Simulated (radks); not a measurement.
**Ar in [Ne] 3s2 3p5 4f1: an all-electron calculation**

An exercise on one series of results from a longer session: the logs are not shown, and one member is left open.

The numbers are computed with radks (a radial shooting solver on a logarithmic mesh, Libxc functionals) version 1 (non-relativistic Kohn-Sham, PBEsol, spin-polarised, spherical densities, point nucleus; open shells are filled with parallel spins first), except any that are marked as measured or tabulated.

### The atom as given

| Property | Result |
| --- | --- |
| element | argon (Z = 18) |
| charge | 0 |
| electrons | 18 |
| configuration | [Ne] 3s2 3p5 4f1 |

Outer shells as boxes (Hund's rule):

Ar
```
[Ne] core
3s [↑↓]
3p [↑↓][↑↓][↑ ]
4f [↑ ][  ][  ][  ][  ][  ][  ]
```

The first run:

Input:

```text
Z 18
configuration [Ne] 3s2 3p5 4f1 4s0 3d0 4p0 5f0
relativity non-relativistic
functional pbe_sol,pbe_sol
spin polarised
nucleus point
```

One table of the session follows, with a row left open; its other results are not shown here.

It belongs to the step «Radial structure». Sizes of the orbitals, from the radial functions (bohr):

```
  level      <r>  outermost maximum (interpolated)  90 % within  nodes
  1s up  0.08629                            0.0566        0.154      0
1s down  0.08628                            0.0566        0.154      0
  2s up   0.4168                             0.341        0.651      1
2s down   0.4167                             0.341        0.650      1
  2p up   0.3776                             0.282        0.625      0
2p down   0.3775                             0.282        0.625      0
  3s up    1.373                              1.17         2.07      2
3s down    1.378                              1.17         2.08      2
  3p up    1.547                              1.26         2.40      1
3p down    1.561                              1.26         2.43      1
  4s up    4.378                              3.72         6.57      3
  3d up    3.094                              1.88         5.48      0
  4p up        ?                                 ?            ?      ?
  4f up    17.00                              16.4         23.1      0
```

**Question.** Estimate the row for 4p up.

The run gave: <r>: 6.472; outermost maximum (interpolated): 4.78; 90 % within: 10.3; nodes: 2. In the column «<r>» it lies between 4s up (4.378) and 4f up (17.00).
